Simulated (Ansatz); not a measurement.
# Si4Mo2O: the cost of one run

Computed with Ansatz 0.2.0 (DFT PBE, scalar-relativistic, plane waves, PAW, unless a step's input says otherwise).

2 further runs of the same task are left out: 1 that didn't finish, 1 set aside as unsound or not needed.

## Step 1: The starting structure

It takes space group Pmm2 (No. 25, orthorhombic). The conventional cell has a = 3.217 Å, b = 3.217 Å, c = 21.879 Å, α = 90.00°, β = 90.00°, γ = 90.00°. Around Si (site symmetry mm2) lie 1 Si at 2.60 Å and 4 Mo at 2.62 Å. Mo (site symmetry mm2) is surrounded by 9 Si at 2.56 to 2.62 Å. Si (site symmetry mm2) has 5 Mo at 2.58 to 2.62 Å and 5 Si at 2.60 Å as nearest neighbours. Around Si (site symmetry mm2) lie 5 Si at 2.52 to 2.60 Å and 5 Mo at 2.56 to 2.63 Å. Mo (site symmetry mm2) is surrounded by 2 O at 2.29 Å and 9 Si at 2.57 to 2.63 Å. Around Si (site symmetry mm2) lie 2 O at 1.67 Å. Around O (site symmetry mm2) lie 2 Si at 1.67 Å and 2 Mo at 2.29 Å.

Structure file:

```
Si Mo O
1.0
     3.21697    0.00000    0.00000
     0.00000    3.21697    0.00000
     0.00000    0.00000   21.87880
Si Mo O
4 2 1
Direct
  0.00000 0.00000 0.18283
  0.00000 0.00000 0.30151
  0.50000 0.50000 0.35937
  0.50000 0.50000 0.47438
  0.50000 0.50000 0.24217
  0.00000 0.00000 0.41929
  0.50000 0.00000 0.49410
```

This is the geometry of the first run shown, built on a cell relaxed beforehand with the same method.

## Step 2: The scan

Atoms count from 1 in the order of the input.

O is moved over the surface cell; relaxed at each place: the height of the adsorbate's atoms and the top layer of the substrate; the origin of the map has the adsorbate above Si6.

First coordinate, position of O7 along the first surface vector, from above Si6: 8 values from 0.000 to 0.875, periodic. Second coordinate, position of O7 along the second surface vector, from above Si6: 8 values from 0.000 to 0.875, periodic.

Relaxed at each point: the height of the adsorbate's atoms and the top layer of the substrate. Points are written as (first, second).

The two vectors of the plane (Å): (3.217, 0.000, 0.000); (0.000, 3.217, 0.000).

## Step 3: Grid point (0/8, 4/8) of the map's two axes

File input.yaml:

```yaml
crystal:
  lattice:
    - [3.2169717515, 0.0, 0.0]
    - [0.0, 3.2169717515, 0.0]
    - [0.0, 0.0, 21.8787970174]
  atoms:
    - { symbol: Si, position: [0.0, 0.0, 0.1828254084] }
    - { symbol: Mo, position: [0.5, 0.5, 0.2421667777] }
    - { symbol: Si, position: [0.0, 0.0, 0.3015081469] }
    - { symbol: Si, position: [0.5, 0.5, 0.3593659942] }
    - { symbol: Mo, position: [0.0, 0.0, 0.4192862008] }
    - { symbol: Si, position: [0.5, 0.5, 0.4743769509] }
    - { symbol: O, position: [0.5, 1.0, 0.4940989182] }
basis:
  ecutwfc: 420
kpoints:
  mp_grid: { grid: [8, 8, 1] }
hamiltonian:
  xc: pbe
  pseudopotentials: { kind: paw, azcp: { folder: soft_1 } }
scf:
  occupations: { method: gaussian, width: 0.1 }
output:
  forces: true
  eigenvalues: true
relax:
  adjacent_minimum: "off"
  f_tol: 0.025
  max_steps: 30
  constraints: [{ sites: [0, 1, 2, 3, 4] }, { sites: [6], fix: xy }]
efield:
  axis: 3
  dipole_correction: true
  ramp_width: 0.04
```

Started as:

```bash
ansatz run input.yaml --threads 1 --pin off --max-ram 3072MiB --backend cpu --events-out ev --progress --plain --runs-dir out
```

**Question.** How long does this run take on 1 thread of Intel Xeon Platinum 8259CL at 2.50GHz (Skylake/Cascade Lake), shared host, and how much memory does it need?

About 90 s, with a peak of 0.55 GiB.
